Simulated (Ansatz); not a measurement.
**CH₄BF₂Sb: up Jacob's ladder to CCSD(T)**

Aim: compute CH₄BF₂Sb with functionals from several rungs and with coupled cluster, and see how far each lands from CCSD(T) at the basis-set limit for the atomisation energy.

The runs use Ansatz 0.2.0, Gaussian basis; functionals in def2-TZVPP, the program's frozen cores in correlated methods.

Levels to be run: LDA (SPW92), PBE-D4, revPBE-D4, BLYP-D4, r2SCAN-D4, B97M-V, PBE0-D4, B3LYP-D4, r2SCANh-D4, r2SCAN0-D4, HSE06-D4, BHLYP-D4, CAM-B3LYP-D4, LC-ωPBE, ωB97X-V, ωB97M-V, B2PLYP, PBE-QIDH; CCSD(T)/def2-SVP; CCSD(T)/def2-TZVPP; MP2/def2-QZVPP; extrapolation to the limit; RPA on PBE.

## (1) Structure used throughout

An earlier PBE0-D4 in a triple-zeta def2 set relaxation fixed the geometry. Sb takes the def2 core potential; no spin-orbit term is included.

SMILES `FB(F)[CH2][SbH2]`, 9 atoms, charge 0, spin multiplicity 1.

Atoms are counted from 1 here; the program's logs count them from 0.

Bond lengths: F1–B2 1.326 Å, B2–F3 1.326 Å, B2–C4 1.539 Å, C4–Sb5 2.190 Å, C4–H6 1.090 Å, C4–H7 1.090 Å, Sb5–H8 1.710 Å, Sb5–H9 1.710 Å. Angles: F1–B2–F3 116.0°, F1–B2–C4 122.0°, F3–B2–C4 122.0°, B2–C4–Sb5 108.9°, B2–C4–H6 113.6°, B2–C4–H7 113.6°, Sb5–C4–H6 105.0°, Sb5–C4–H7 105.0°, H6–C4–H7 110.0°, C4–Sb5–H8 94.0°, C4–Sb5–H9 94.0°, H8–Sb5–H9 91.0°.

## (2) LDA

This LDA is Slater exchange with PW92 correlation.

Contents of in.yaml:

```yaml
crystal:
  periodic: [false, false, false]
  atoms:
    - {symbol: F, position_ang: [1.969151, -0.387419, 0.725623]}
    - {symbol: B, position_ang: [1.079256, -0.465904, -0.254638]}
    - {symbol: F, position_ang: [1.049352, -1.612002, -0.921313]}
    - {symbol: C, position_ang: [0.119422, 0.692294, -0.579474]}
    - {symbol: Sb, position_ang: [-1.704019, 0.455455, 0.610990]}
    - {symbol: H, position_ang: [0.510281, 1.672455, -0.306330]}
    - {symbol: H, position_ang: [-0.218748, 0.701673, -1.615634]}
    - {symbol: H, position_ang: [-1.856804, -1.212694, 0.266328]}
    - {symbol: H, position_ang: [-0.859290, 0.109842, 2.057345]}
basis:
  gaussian: {orbitals: def2-TZVPP}
hamiltonian: {xc: lda}
output: {orbitals: {seedname: orbitals}}
```

The runs that follow: PBE-D4 (GGA); revPBE-D4 (GGA); BLYP-D4 (GGA); r2SCAN-D4 (meta-GGA); B97M-V (meta-GGA); PBE0-D4 (hybrid); B3LYP-D4 (hybrid); r2SCANh-D4 (hybrid); r2SCAN0-D4 (hybrid); HSE06-D4 (hybrid); BHLYP-D4 (hybrid); CAM-B3LYP-D4 (range-separated); LC-ωPBE (range-separated); ωB97X-V (range-separated); ωB97M-V (range-separated); B2PLYP (double hybrid); PBE-QIDH (double hybrid); CCSD(T) in def2-SVP; CCSD(T) in def2-TZVPP; MP2 in def2-QZVPP; RPA on PBE orbitals.

**Question.** What will the summary of the whole plan be? Wanted: atomisation energy, CCSD(T)/CBS; farthest beyond LDA; mean size of error, GGA; mean size of error, meta-GGA; mean size of error, hybrid; mean size of error, range-separated; mean size of error, double hybrid; gap, smallest and largest; T1 diagnostic.

The runs gave:

```
                               quantity                                                                                                                              value
        atomisation energy, CCSD(T)/CBS                                                                                                                      3340.4 kJ/mol
 functionals within 33.4 kJ/mol (1.0 %)  revPBE-D4, BLYP-D4, r2SCAN-D4, PBE0-D4, B3LYP-D4, r2SCANh-D4, HSE06-D4, CAM-B3LYP-D4, LC-ωPBE, ωB97X-V, ωB97M-V, B2PLYP, PBE-QIDH
                    farthest beyond LDA                                                                                                            BHLYP-D4 (-99.5 kJ/mol)
                mean size of error, GGA                                                                                                                        38.0 kJ/mol
           mean size of error, meta-GGA                                                                                                                        24.7 kJ/mol
             mean size of error, hybrid                                                                                                                        29.1 kJ/mol
    mean size of error, range-separated                                                                                                                        16.6 kJ/mol
      mean size of error, double hybrid                                                                                                                        30.6 kJ/mol
              gap, smallest and largest                                                                                          4.76 eV (LDA (SPW92)), 11.10 eV (LC-ωPBE)
                          T1 diagnostic                                                                                                                             0.0132
triples share of the correlation energy                                                                                                                              3.1 %
```

The LDA atomisation energy is off by 523.8 kJ/mol (16 %): it overbinds. PBE-D4 misses by +73.8 kJ/mol. Double hybrids carry the basis error of their MP2 part in triple zeta, and no dispersion term here, so their miss is partly the set-up's. The rungs range-separated, meta-GGA, hybrid, double hybrid miss on average by less than the doubt on the reference (33.4 kJ/mol), so they tie. Misses under about 33.4 kJ/mol are within the doubt on the reference itself, which lacks core-valence correlation, spin-orbit coupling and higher excitations, and its outer-core shells are covered unevenly. All levels share the lack of spin-orbit coupling, which lowers the free heavy atoms and so the true binding. Hartree-Fock recovers 73 % of the binding; the rest is correlation. CCSD(T) in def2-SVP is off by -189.6 kJ/mol, worse than the median functional, from the basis alone. The gap grows from 4.8 to 11.1 eV across the functionals, mostly with the share of exact exchange. Correlated methods include outer-core shells of Sb, which these sets cover unevenly.
